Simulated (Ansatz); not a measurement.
# Mg2NCl: the cost of one run

Method: DFT PBE+D3(BJ), plane waves, PAW, scalar-relativistic, no spin polarisation, in Ansatz 0.2.0.

## 1. Starting point

The cell holds 16 atoms (Cl4Mg8N4): a = 7.123 Å, b = 7.123 Å, c = 7.123 Å, α = 55.58°, β = 55.58°, γ = 55.58°.

Coordinates:

```xyz
16
Lattice="-3.3213 -1.9176 6.0030 3.3213 -1.9176 6.0030 0.0000 3.8351 6.0030" Properties=species:S:1:pos:R:3 pbc="T T T"
Mg    0.0000    0.0000    4.0127
Mg    0.0000    0.0000   13.9963
N     0.0000    0.0000    9.0045
Cl    0.0000    0.0000    0.0000
Mg    0.0000   -1.9176   10.0156
Mg    0.0000    1.9176    7.9933
N     0.0000    1.9176    3.0015
Cl    0.0000   -1.9176    6.0030
Mg   -1.6607    0.9588   10.0156
Mg    1.6607   -0.9588    7.9933
N     1.6607   -0.9588    3.0015
Cl   -1.6607    0.9588    6.0030
Mg    1.6607    0.9588   10.0156
Mg   -1.6607   -0.9588    7.9933
N    -1.6607   -0.9588    3.0015
Cl    1.6607    0.9588    6.0030
```

## 2. Run 1

120 steps of 1 fs under a Nosé-Hoover thermostat at 900 K.

The input, input.yaml:

```yaml
crystal:
  lattice:
    - [-3.321333, -1.917573, 6.002977]
    - [3.321333, -1.917573, 6.002977]
    - [0.0, 3.835145, 6.002977]
  atoms:
    - { symbol: Mg, position: [0.222815, 0.222815, 0.222815] }
    - { symbol: Mg, position: [0.777185, 0.777185, 0.777185] }
    - { symbol: "N", position: [0.5, 0.5, 0.5] }
    - { symbol: Cl, position: [0.0, 0.0, 0.0] }
    - { symbol: Mg, position: [0.722815, 0.722815, 0.222815] }
    - { symbol: Mg, position: [0.277185, 0.277185, 0.777185] }
    - { symbol: "N", position: [0.0, 0.0, 0.5] }
    - { symbol: Cl, position: [0.5, 0.5, 0.0] }
    - { symbol: Mg, position: [0.722815, 0.222815, 0.722815] }
    - { symbol: Mg, position: [0.277185, 0.777185, 0.277185] }
    - { symbol: "N", position: [0.0, 0.5, 0.0] }
    - { symbol: Cl, position: [0.5, 0.0, 0.5] }
    - { symbol: Mg, position: [0.222815, 0.722815, 0.722815] }
    - { symbol: Mg, position: [0.777185, 0.277185, 0.277185] }
    - { symbol: "N", position: [0.5, 0.0, 0.0] }
    - { symbol: Cl, position: [0.0, 0.5, 0.5] }
basis:
  ecutwfc: 420.0
kpoints:
  mp_grid: { grid: [2, 2, 2] }
hamiltonian:
  xc: pbe
  dispersion: d3bj
scf:
  occupations: { method: fermi_dirac, width: 0.05 }
  lower_state_search: "off"
md:
  timestep: 1
  n_steps: 120
  ensemble: nvt_nose_hoover
  temperature: 900.0
  initial_velocities: maxwell_boltzmann
  seed: 134584
  nose_hoover: { tau: 200.0, chain_length: 1 }
```

On the command line:

```bash
$ ansatz run input.yaml --threads 1 --pin off --max-ram 3072MiB --backend cpu --events-out ev --progress --plain --runs-dir out
```

What time and memory should one allow on 1 thread of AMD EPYC 7R43 (Zen 3), shared host?

About 13 min, with a peak of 0.66 GiB.
